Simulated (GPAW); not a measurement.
Crystal: SbS2.

```
Sb S
1.0
    -3.03071    3.03071    5.79760
     3.03071   -3.03071    5.79760
     3.03071    3.03071   -5.79760
Sb S
2 4
Direct
  0.00000 0.00000 0.00000
  0.75000 0.25000 0.50000
  0.64903 0.12500 0.02403
  0.37500 0.35097 0.47597
  0.10097 0.62500 0.97597
  0.87500 0.89903 0.52403
```

The cell comes from a database or a generator and needn't be the stable form of this composition.

Base run:

| Quantity | Value |
| --- | --- |
| Program | GPAW 26.7.0 |
| Functional | LDA |
| Potentials or basis | the program's PAW data sets (release 1.2.1) made for this functional |
| Cutoff | 450 eV |
| Basis | pw |
| k mesh | 5 × 5 × 5 |
| Occupations | fermi-dirac, width 0.05 eV |
| Spin | no spin polarisation |

Its results: band gap on the k mesh none (metal or under the smearing width); pressure -3.1 GPa; largest force 0.324 eV/Å.

The run is repeated on the same cell with these changes: functional from LDA to PBE; potentials or basis from the program's PAW data sets (release 1.2.1) made for this functional to GPAW PAW data sets (gpaw-data 1.2.1). What comes out?

Band gap on the k mesh none (metal or under the smearing width); pressure -0.6 GPa; largest force 0.055 eV/Å.

Caveats: the cutoff is short for stress and forces, so pressures can be off by a GPa or more.

Not every run made on this cell is shown here.
